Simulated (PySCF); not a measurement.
# Br₂: NMR shieldings, spin-spin couplings, relativistic core levels

Aim: compute the NMR shieldings, spin-spin couplings, relativistic core levels of Br₂ (`BrBr`).

Computed with PySCF 2.14.0 and routines of our own; the level stands in each step. Atoms count from 0.

### 1 The system as given

2 atoms, charge 0, multiplicity 1; geometry from: GFN2-xTB.

### 2 Geometry optimisation at PBE0-D3(BJ)/def2-SVP

The job: settings as JSON, then the geometry in Å.

```
{"job": {"xc": "PBE0", "basis": "def2-SVP", "d3": "d3bj", "grid": 1, "maxiter": 30, "shake": 0.01, "kind": "geom"}, "charge": 0, "multiplicity": 1}
Br     1.162480    -0.028560     0.001480
Br    -1.144990    -0.000250    -0.013600
```

On the command line:

```console
$ OMP_NUM_THREADS=1 python heavy_run.py task.json out
```

The driver reads the jobs from task.json and runs them one after another.

The program printed:

```text
step   0  E = -5147.07907424  max force = 0.002576
step   1  E = -5147.07857305  max force = 0.010636
step   2  E = -5147.07890114  max force = 0.006614
step   3  E = -5147.07909675  max force = 0.000692
step   4  E = -5147.07909758  max force = 0.000535
optimisation converged
```

It took 7 s on 1 thread of Arm Neoverse V1, shared host; peak memory 0.29 GiB.

Step by step: (the energy doesn't fall at every step)

| step | energy from step 0 (eV) | largest force component (eV/Å) |
| --- | --- | --- |
| 0 | 0.0000 | 0.1325 |
| 1 | 0.0136 | 0.5469 |
| 2 | 0.0047 | 0.3401 |
| 3 | -0.0006 | 0.0356 |
| 4 | -0.0006 | 0.0275 |

The bond:

| bond | before (Å) | after (Å) | change (Å) |
| --- | --- | --- | --- |
| Br0–Br1 | 2.308 | 2.299 | -0.009 |

The next job starts from the end point, and lists it.

| at the end point | value |
| --- | --- |
| point group (found at 0.08 Å tolerance) | Dinfh |
| rotational constants (GHz, main isotopes) | 2.424, 2.424 |
| dipole moment (D) | 0.00 |

### 3 NMR shieldings: PBE0/pcJ-1 Br:dyall-v2z, spin–orbit

The job: settings as JSON, then the geometry in Å.

```
{"job": {"kind": "hnmr", "xc": "PBE0", "basis": {"default": "pcJ-1", "Br": "dyall-v2z"}, "rel": "so"}, "charge": 0, "multiplicity": 1}
Br    -1.024968    -0.292619     0.414138
Br     1.040272     0.265746    -0.426235
```

With the program's defaults for keys left out, this is: PBE0/pcJ-1 Br:dyall-v2z GIAO NMR shielding, X2C with spin-orbit coupling, screened-nuclear two-electron part, Gaussian nuclei, gas phase.

The program printed:

```text
spin-free SCF
coarse grid: 14664 points
cycle   1  E = -5212.0133782699  dE = -5.848e-02  |g| = 3.038e-01  |ddm| = 1.520e+00
cycle   2  E = -5212.0148665476  dE = -1.488e-03  |g| = 1.372e-01  |ddm| = 1.391e-01
cycle   3  E = -5212.0161680627  dE = -1.302e-03  |g| = 7.195e-02  |ddm| = 9.742e-02
cycle   4  E = -5212.0165509264  dE = -3.829e-04  |g| = 3.775e-03  |ddm| = 3.024e-02
cycle   5  E = -5212.0165534030  dE = -2.477e-06  |g| = 4.925e-04  |ddm| = 2.829e-03
final grid: 26152 points
cycle   6  E = -5212.0168764913  dE = -1.915e-07  |g| = 8.653e-04  |ddm| = 8.391e-04
cycle   7  E = -5212.0168764987  dE = -7.447e-09  |g| = 3.506e-04  |ddm| = 6.123e-04
cycle   8  E = -5212.0168765211  dE = -2.235e-08  |g| = 1.701e-04  |ddm| = 4.205e-04
cycle   9  E = -5212.0168765273  dE = -6.274e-09  |g| = 3.002e-05  |ddm| = 1.336e-04
converged SCF energy = -5212.0168765273
two-component SCF
cycle   1  E = -5211.8832749063  dE = -5.212e+03  |FDS-SDF| = 3.102e+01
cycle   2  E = -5212.1728369217  dE = -2.896e-01  |FDS-SDF| = 1.368e-01
cycle   3  E = -5212.1732156569  dE = -3.787e-04  |FDS-SDF| = 7.275e-03
cycle   4  E = -5212.1732746141  dE = -5.896e-05  |FDS-SDF| = 3.529e-03
cycle   5  E = -5212.1732878947  dE = -1.328e-05  |FDS-SDF| = 2.268e-03
cycle   6  E = -5212.1732928817  dE = -4.987e-06  |FDS-SDF| = 2.824e-04
cycle   7  E = -5212.1732929770  dE = -9.530e-08  |FDS-SDF| = 4.208e-05
cycle   8  E = -5212.1732929773  dE = -3.192e-10  |FDS-SDF| = 1.037e-05
converged, E = -5212.1732929773

Field gradients (au) and densities at the nuclei (bohr^-3)
atom        Vxx        Vyy        Vzz        centre      nuclear mean
  0 Br    -5.8930    -5.8933    11.7863      40818.805      40759.051
  1 Br    -5.8930    -5.8933    11.7863      40818.805      40759.051
without picture change
  0 Br                          12.1826                     66243.023
  1 Br                          12.1826                     66243.023

Core orbital energies (eV)
atom   shell        mean    spread
  0 Br 1s       -13365.815   0.000
  0 Br 2s        -1755.119   0.000
  0 Br 3s         -248.113   0.000
  0 Br 4s          -23.111   0.000
  0 Br 2p1/2     -1578.743   0.000
  0 Br 2p3/2     -1531.391   0.103
  0 Br 3p1/2      -186.412   0.000
  0 Br 3p3/2      -179.460   0.338
  0 Br 3d3/2       -72.489   0.367
  0 Br 3d5/2       -71.379   0.506
  1 Br 1s       -13365.815   0.000
  1 Br 2s        -1755.119   0.000
  1 Br 3s         -248.113   0.000
  1 Br 4s          -23.111   0.000
  1 Br 2p1/2     -1578.743   0.000
  1 Br 2p3/2     -1531.391   0.103
  1 Br 3p1/2      -186.412   0.000
  1 Br 3p3/2      -179.460   0.338
  1 Br 3d3/2       -72.489   0.367
  1 Br 3d5/2       -71.379   0.506

vertical triplet (scalar unrestricted SCF): 2.051 eV

Shielding tensors (ppm)
atom      isotropic    diamagn.    paramagn.     s11        s22        s33       span
  0 Br     2084.22     2984.29     -900.07    1473.85    1473.88    3304.93    1831.08
  1 Br     2084.22     2984.29     -900.07    1473.85    1473.88    3304.93    1831.08
```

It took 49 s on 1 thread of Arm Neoverse V1, shared host; peak memory 0.85 GiB.

In short:

| quantity | value |
| --- | --- |
| energy from spin-orbit coupling | -0.1564 Eh |

### 4 Spin-spin couplings: PBE0/pcJ-1 Br:dyall-v2z, spin–orbit

The job: settings as JSON, then the geometry in Å.

```
{"job": {"kind": "hj", "xc": "PBE0", "basis": {"default": "pcJ-1", "Br": "dyall-v2z"}, "rel": "so", "atoms": [0]}, "charge": 0, "multiplicity": 1}
Br    -1.024968    -0.292619     0.414138
Br     1.040272     0.265746    -0.426235
```

Method: PBE0/pcJ-1 Br:dyall-v2z indirect spin-spin coupling, X2C with spin-orbit coupling, screened-nuclear two-electron part, Gaussian nuclei, gas phase.

The program printed:

```text
spin-free SCF
coarse grid: 14664 points
cycle   1  E = -5212.0133782699  dE = -5.848e-02  |g| = 3.038e-01  |ddm| = 1.520e+00
cycle   2  E = -5212.0148665476  dE = -1.488e-03  |g| = 1.372e-01  |ddm| = 1.391e-01
cycle   3  E = -5212.0161680627  dE = -1.302e-03  |g| = 7.195e-02  |ddm| = 9.742e-02
cycle   4  E = -5212.0165509264  dE = -3.829e-04  |g| = 3.775e-03  |ddm| = 3.024e-02
cycle   5  E = -5212.0165534030  dE = -2.477e-06  |g| = 4.925e-04  |ddm| = 2.829e-03
final grid: 26152 points
cycle   6  E = -5212.0168764913  dE = -1.915e-07  |g| = 8.653e-04  |ddm| = 8.391e-04
cycle   7  E = -5212.0168764987  dE = -7.447e-09  |g| = 3.506e-04  |ddm| = 6.123e-04
cycle   8  E = -5212.0168765211  dE = -2.235e-08  |g| = 1.701e-04  |ddm| = 4.205e-04
cycle   9  E = -5212.0168765273  dE = -6.274e-09  |g| = 3.002e-05  |ddm| = 1.336e-04
converged SCF energy = -5212.0168765273
two-component SCF
cycle   1  E = -5211.8832749063  dE = -5.212e+03  |FDS-SDF| = 3.102e+01
cycle   2  E = -5212.1728369217  dE = -2.896e-01  |FDS-SDF| = 1.368e-01
cycle   3  E = -5212.1732156569  dE = -3.787e-04  |FDS-SDF| = 7.275e-03
cycle   4  E = -5212.1732746141  dE = -5.896e-05  |FDS-SDF| = 3.529e-03
cycle   5  E = -5212.1732878947  dE = -1.328e-05  |FDS-SDF| = 2.268e-03
cycle   6  E = -5212.1732928817  dE = -4.987e-06  |FDS-SDF| = 2.824e-04
cycle   7  E = -5212.1732929770  dE = -9.530e-08  |FDS-SDF| = 4.208e-05
cycle   8  E = -5212.1732929773  dE = -3.192e-10  |FDS-SDF| = 1.037e-05
converged, E = -5212.1732929773

Indirect spin-spin couplings
  i        j     bonds      J/Hz   K/1e19 T2/J   anisotropy/Hz
  0  79Br   1  79Br   1     4194.99     5525.48     -4230.7
```

It took 45 s on 1 thread of Arm Neoverse V1, shared host; peak memory 0.58 GiB.

Key values:

| quantity | value |
| --- | --- |
| energy from spin-orbit coupling | -0.1564 Eh |

### 5 Relativistic core levels: PBE0/pcJ-1 Br:dyall-v2z, spin–orbit

The job: settings as JSON, then the geometry in Å.

```
{"job": {"kind": "hxps", "xc": "PBE0", "basis": {"default": "pcJ-1", "Br": "dyall-v2z"}, "rel": "so", "holes": [[0, "3d"]]}, "charge": 0, "multiplicity": 1}
Br    -1.024968    -0.292619     0.414138
Br     1.040272     0.265746    -0.426235
```

Level: PBE0/pcJ-1 Br:dyall-v2z core ionisation, delta-SCF with one localised hole, X2C with spin-orbit coupling, screened-nuclear two-electron part, Gaussian nuclei, gas phase.

The program printed:

```text
spin-free SCF
coarse grid: 14664 points
cycle   1  E = -5212.0133782699  dE = -5.848e-02  |g| = 3.038e-01  |ddm| = 1.520e+00
cycle   2  E = -5212.0148665476  dE = -1.488e-03  |g| = 1.372e-01  |ddm| = 1.391e-01
cycle   3  E = -5212.0161680627  dE = -1.302e-03  |g| = 7.195e-02  |ddm| = 9.742e-02
cycle   4  E = -5212.0165509264  dE = -3.829e-04  |g| = 3.775e-03  |ddm| = 3.024e-02
cycle   5  E = -5212.0165534030  dE = -2.477e-06  |g| = 4.925e-04  |ddm| = 2.829e-03
final grid: 26152 points
cycle   6  E = -5212.0168764913  dE = -1.915e-07  |g| = 8.653e-04  |ddm| = 8.391e-04
cycle   7  E = -5212.0168764987  dE = -7.447e-09  |g| = 3.506e-04  |ddm| = 6.123e-04
cycle   8  E = -5212.0168765211  dE = -2.235e-08  |g| = 1.701e-04  |ddm| = 4.205e-04
cycle   9  E = -5212.0168765273  dE = -6.274e-09  |g| = 3.002e-05  |ddm| = 1.336e-04
converged SCF energy = -5212.0168765273
two-component SCF
cycle   1  E = -5211.8832749063  dE = -5.212e+03  |FDS-SDF| = 3.102e+01
cycle   2  E = -5212.1728369217  dE = -2.896e-01  |FDS-SDF| = 1.368e-01
cycle   3  E = -5212.1732156569  dE = -3.787e-04  |FDS-SDF| = 7.275e-03
cycle   4  E = -5212.1732746141  dE = -5.896e-05  |FDS-SDF| = 3.529e-03
cycle   5  E = -5212.1732878947  dE = -1.328e-05  |FDS-SDF| = 2.268e-03
cycle   6  E = -5212.1732928817  dE = -4.987e-06  |FDS-SDF| = 2.824e-04
cycle   7  E = -5212.1732929770  dE = -9.530e-08  |FDS-SDF| = 4.208e-05
cycle   8  E = -5212.1732929773  dE = -3.192e-10  |FDS-SDF| = 1.037e-05
converged, E = -5212.1732929773

Field gradients (au) and densities at the nuclei (bohr^-3)
atom        Vxx        Vyy        Vzz        centre      nuclear mean
  0 Br    -5.8930    -5.8933    11.7863      40818.805      40759.051
  1 Br    -5.8930    -5.8933    11.7863      40818.805      40759.051
without picture change
  0 Br                          12.1826                     66243.023
  1 Br                          12.1826                     66243.023

Core orbital energies (eV)
atom   shell        mean    spread
  0 Br 1s       -13365.815   0.000
  0 Br 2s        -1755.119   0.000
  0 Br 3s         -248.113   0.000
  0 Br 4s          -23.111   0.000
  0 Br 2p1/2     -1578.743   0.000
  0 Br 2p3/2     -1531.391   0.103
  0 Br 3p1/2      -186.412   0.000
  0 Br 3p3/2      -179.460   0.338
  0 Br 3d3/2       -72.489   0.367
  0 Br 3d5/2       -71.379   0.506
  1 Br 1s       -13365.815   0.000
  1 Br 2s        -1755.119   0.000
  1 Br 3s         -248.113   0.000
  1 Br 4s          -23.111   0.000
  1 Br 2p1/2     -1578.743   0.000
  1 Br 2p3/2     -1531.391   0.103
  1 Br 3p1/2      -186.412   0.000
  1 Br 3p3/2      -179.460   0.338
  1 Br 3d3/2       -72.489   0.367
  1 Br 3d5/2       -71.379   0.506

hole in 3d5/2 of atom 0
cycle   1  E = -5208.9782666840  dE = -5.209e+03  |FDS-SDF| = 2.202e+00
cycle   2  E = -5209.0445663859  dE = -6.630e-02  |FDS-SDF| = 2.239e+00
cycle   3  E = -5209.3397535938  dE = -2.952e-01  |FDS-SDF| = 1.399e-01
cycle   4  E = -5209.3409043804  dE = -1.151e-03  |FDS-SDF| = 8.563e-02
cycle   5  E = -5209.3414619944  dE = -5.576e-04  |FDS-SDF| = 6.527e-03
cycle   6  E = -5209.3415319957  dE = -7.000e-05  |FDS-SDF| = 5.521e-03
cycle   7  E = -5209.3416060730  dE = -7.408e-05  |FDS-SDF| = 7.319e-03
cycle   8  E = -5209.3414944710  dE =  1.116e-04  |FDS-SDF| = 3.719e-03
cycle   9  E = -5209.3415161650  dE = -2.169e-05  |FDS-SDF| = 3.257e-03
cycle  10  E = -5209.3415149363  dE =  1.229e-06  |FDS-SDF| = 3.231e-03
cycle  11  E = -5209.3415122496  dE =  2.687e-06  |FDS-SDF| = 3.455e-03
...
cycle  27  E = -5209.3415109729  dE = -4.092e-07  |FDS-SDF| = 5.487e-04
cycle  28  E = -5209.3415107020  dE =  2.709e-07  |FDS-SDF| = 3.654e-04
cycle  29  E = -5209.3415109352  dE = -2.332e-07  |FDS-SDF| = 3.976e-04
cycle  30  E = -5209.3415107759  dE =  1.593e-07  |FDS-SDF| = 3.746e-04
cycle  31  E = -5209.3415105586  dE =  2.173e-07  |FDS-SDF| = 3.515e-04
cycle  32  E = -5209.3415104728  dE =  8.572e-08  |FDS-SDF| = 3.271e-04
cycle  33  E = -5209.3415105959  dE = -1.231e-07  |FDS-SDF| = 2.991e-04
cycle  34  E = -5209.3415110111  dE = -4.152e-07  |FDS-SDF| = 2.896e-04
cycle  35  E = -5209.3415110187  dE = -7.564e-09  |FDS-SDF| = 3.037e-04
cycle  36  E = -5209.3415110659  dE = -4.719e-08  |FDS-SDF| = 2.783e-04
converged, E = -5209.3415110659

Core binding energies (eV)
atom   line    delta-SCF   -orbital   splitting
  0 Br 3d5/2      77.046      71.38      1.11
```

Run time: 69 s. Hardware: 1 thread of Arm Neoverse V1, shared host; peak memory 0.71 GiB.

From this job:

| quantity | value |
| --- | --- |
| energy from spin-orbit coupling | -0.1564 Eh |

### 6 NMR shieldings: PBE0/pcJ-1 Br:dyall-v2z, non-relativistic

The job: settings as JSON, then the geometry in Å.

```
{"job": {"kind": "hnmr", "xc": "PBE0", "basis": {"default": "pcJ-1", "Br": "dyall-v2z"}, "rel": "nr"}, "charge": 0, "multiplicity": 1}
Br    -1.024968    -0.292619     0.414138
Br     1.040272     0.265746    -0.426235
```

Level: PBE0/pcJ-1 Br:dyall-v2z GIAO NMR shielding, non-relativistic, Gaussian nuclei, gas phase.

The program printed:

```text
non-relativistic SCF
coarse grid: 14664 points
cycle   1  E = -5147.6604753607  dE = -4.267e+01  |g| = 3.141e+00  |ddm| = 1.707e+00
cycle   2  E = -5147.6745136794  dE = -1.404e-02  |g| = 1.289e+00  |ddm| = 4.801e-01
cycle   3  E = -5147.7114197526  dE = -3.691e-02  |g| = 5.619e-01  |ddm| = 4.152e-01
cycle   4  E = -5147.7227495549  dE = -1.133e-02  |g| = 2.335e-02  |ddm| = 1.576e-01
cycle   5  E = -5147.7227884813  dE = -3.893e-05  |g| = 4.441e-03  |ddm| = 1.689e-02
cycle   6  E = -5147.7227930351  dE = -4.554e-06  |g| = 4.333e-04  |ddm| = 3.972e-03
final grid: 26152 points
cycle   7  E = -5147.7228169215  dE = -6.688e-08  |g| = 4.438e-04  |ddm| = 6.990e-04
cycle   8  E = -5147.7228169254  dE = -3.830e-09  |g| = 4.291e-04  |ddm| = 3.602e-04
cycle   9  E = -5147.7228169359  dE = -1.049e-08  |g| = 1.293e-05  |ddm| = 1.423e-04
cycle  10  E = -5147.7228169359  dE = -3.456e-11  |g| = 2.849e-06  |ddm| = 1.431e-05
converged SCF energy = -5147.7228169359
check of the scalar solution
cycle   1  E = -5147.7228169359  dE = -5.148e+03  |FDS-SDF| = 2.849e-06
cycle   2  E = -5147.7228169359  dE = -9.095e-12  |FDS-SDF| = 2.222e-06
converged, E = -5147.7228169359

Field gradients (au) and densities at the nuclei (bohr^-3)
atom        Vxx        Vyy        Vzz        centre      nuclear mean
  0 Br    -5.5724    -5.5727    11.1450      29276.569      29252.741
  1 Br    -5.5724    -5.5727    11.1450      29276.569      29252.741

Core orbital energies (eV)
atom   shell        mean    spread
  0 Br 1s       -13149.508   0.000
  0 Br 2s        -1704.985   0.000
  0 Br 3s         -239.788   0.000
  0 Br 4s          -22.501   0.000
  0 Br 2p        -1535.445   0.156
  0 Br 3p         -180.017   0.522
  0 Br 3d          -73.538   0.564
  1 Br 1s       -13149.508   0.000
  1 Br 2s        -1704.985   0.000
  1 Br 3s         -239.788   0.000
  1 Br 4s          -22.501   0.000
  1 Br 2p        -1535.445   0.156
  1 Br 3p         -180.017   0.522
  1 Br 3d          -73.538   0.564

Shielding tensors (ppm)
atom      isotropic    diamagn.    paramagn.     s11        s22        s33       span
  0 Br     1794.05     3120.12    -1326.07    1124.19    1124.21    3133.75    2009.56
  1 Br     1794.05     3120.12    -1326.07    1124.19    1124.21    3133.75    2009.56
```

Run time: 12 s. Hardware: 1 thread of Arm Neoverse V1, shared host; peak memory 0.78 GiB.

### 7 Spin-spin couplings: PBE0/pcJ-1 Br:dyall-v2z, non-relativistic

The job: settings as JSON, then the geometry in Å.

```
{"job": {"kind": "hj", "xc": "PBE0", "basis": {"default": "pcJ-1", "Br": "dyall-v2z"}, "rel": "nr", "atoms": [0]}, "charge": 0, "multiplicity": 1}
Br    -1.024968    -0.292619     0.414138
Br     1.040272     0.265746    -0.426235
```

Level: PBE0/pcJ-1 Br:dyall-v2z indirect spin-spin coupling, non-relativistic, Gaussian nuclei, gas phase.

The program printed:

```text
non-relativistic SCF
coarse grid: 14664 points
cycle   1  E = -5147.6604753607  dE = -4.267e+01  |g| = 3.141e+00  |ddm| = 1.707e+00
cycle   2  E = -5147.6745136794  dE = -1.404e-02  |g| = 1.289e+00  |ddm| = 4.801e-01
cycle   3  E = -5147.7114197526  dE = -3.691e-02  |g| = 5.619e-01  |ddm| = 4.152e-01
cycle   4  E = -5147.7227495549  dE = -1.133e-02  |g| = 2.335e-02  |ddm| = 1.576e-01
cycle   5  E = -5147.7227884813  dE = -3.893e-05  |g| = 4.441e-03  |ddm| = 1.689e-02
cycle   6  E = -5147.7227930351  dE = -4.554e-06  |g| = 4.333e-04  |ddm| = 3.972e-03
final grid: 26152 points
cycle   7  E = -5147.7228169215  dE = -6.688e-08  |g| = 4.438e-04  |ddm| = 6.990e-04
cycle   8  E = -5147.7228169254  dE = -3.830e-09  |g| = 4.291e-04  |ddm| = 3.602e-04
cycle   9  E = -5147.7228169359  dE = -1.049e-08  |g| = 1.293e-05  |ddm| = 1.423e-04
cycle  10  E = -5147.7228169359  dE = -3.456e-11  |g| = 2.849e-06  |ddm| = 1.431e-05
converged SCF energy = -5147.7228169359
two-component SCF
cycle   1  E = -5147.7228169359  dE = -5.148e+03  |FDS-SDF| = 2.849e-06
cycle   2  E = -5147.7228169359  dE = -5.457e-12  |FDS-SDF| = 2.222e-06
converged, E = -5147.7228169359

Indirect spin-spin couplings
  i        j     bonds      J/Hz   K/1e19 T2/J   anisotropy/Hz
  0  79Br   1  79Br   1     4181.24     5507.38     -4159.3
```

Wall time 33 s (1 thread of Arm Neoverse V1, shared host); peak memory 0.54 GiB.

### 8 NMR shieldings: PBE0/pcJ-1 Br:dyall-v2z, spin-free

The job: settings as JSON, then the geometry in Å.

```
{"job": {"kind": "hnmr", "xc": "PBE0", "basis": {"default": "pcJ-1", "Br": "dyall-v2z"}, "rel": "sf"}, "charge": 0, "multiplicity": 1}
Br    -1.024968    -0.292619     0.414138
Br     1.040272     0.265746    -0.426235
```

Method: PBE0/pcJ-1 Br:dyall-v2z GIAO NMR shielding, spin-free X2C, Gaussian nuclei, gas phase.

The program printed:

```text
spin-free SCF
coarse grid: 14664 points
cycle   1  E = -5212.0133782699  dE = -5.848e-02  |g| = 3.038e-01  |ddm| = 1.520e+00
cycle   2  E = -5212.0148665476  dE = -1.488e-03  |g| = 1.372e-01  |ddm| = 1.391e-01
cycle   3  E = -5212.0161680627  dE = -1.302e-03  |g| = 7.195e-02  |ddm| = 9.742e-02
cycle   4  E = -5212.0165509264  dE = -3.829e-04  |g| = 3.775e-03  |ddm| = 3.024e-02
cycle   5  E = -5212.0165534030  dE = -2.477e-06  |g| = 4.925e-04  |ddm| = 2.829e-03
final grid: 26152 points
cycle   6  E = -5212.0168764913  dE = -1.915e-07  |g| = 8.653e-04  |ddm| = 8.391e-04
cycle   7  E = -5212.0168764987  dE = -7.447e-09  |g| = 3.506e-04  |ddm| = 6.123e-04
cycle   8  E = -5212.0168765211  dE = -2.235e-08  |g| = 1.701e-04  |ddm| = 4.205e-04
cycle   9  E = -5212.0168765273  dE = -6.274e-09  |g| = 3.002e-05  |ddm| = 1.336e-04
converged SCF energy = -5212.0168765273
check of the scalar solution
cycle   1  E = -5212.0168765273  dE = -5.212e+03  |FDS-SDF| = 3.002e-05
cycle   2  E = -5212.0168765273  dE = -5.093e-11  |FDS-SDF| = 2.677e-05
converged, E = -5212.0168765273

Field gradients (au) and densities at the nuclei (bohr^-3)
atom        Vxx        Vyy        Vzz        centre      nuclear mean
  0 Br    -5.9233    -5.9236    11.8470      40815.280      40755.525
  1 Br    -5.9233    -5.9236    11.8470      40815.280      40755.525
without picture change
  0 Br                          12.2526                     66243.578
  1 Br                          12.2526                     66243.578

Core orbital energies (eV)
atom   shell        mean    spread
  0 Br 1s       -13366.001   0.000
  0 Br 2s        -1755.165   0.000
  0 Br 3s         -248.131   0.000
  0 Br 4s          -23.117   0.000
  0 Br 2p        -1546.924   0.156
  0 Br 3p         -181.748   0.523
  0 Br 3d          -71.835   0.571
  1 Br 1s       -13366.001   0.000
  1 Br 2s        -1755.165   0.000
  1 Br 3s         -248.131   0.000
  1 Br 4s          -23.117   0.000
  1 Br 2p        -1546.924   0.156
  1 Br 3p         -181.748   0.523
  1 Br 3d          -71.835   0.571

Shielding tensors (ppm)
atom      isotropic    diamagn.    paramagn.     s11        s22        s33       span
  0 Br     1704.32     3134.11    -1429.79     964.53     964.55    3183.88    2219.35
  1 Br     1704.32     3134.11    -1429.79     964.53     964.55    3183.88    2219.35
```

It took 12 s on 1 thread of Arm Neoverse V1, shared host; peak memory 0.78 GiB.

[end of part 1 of 2]
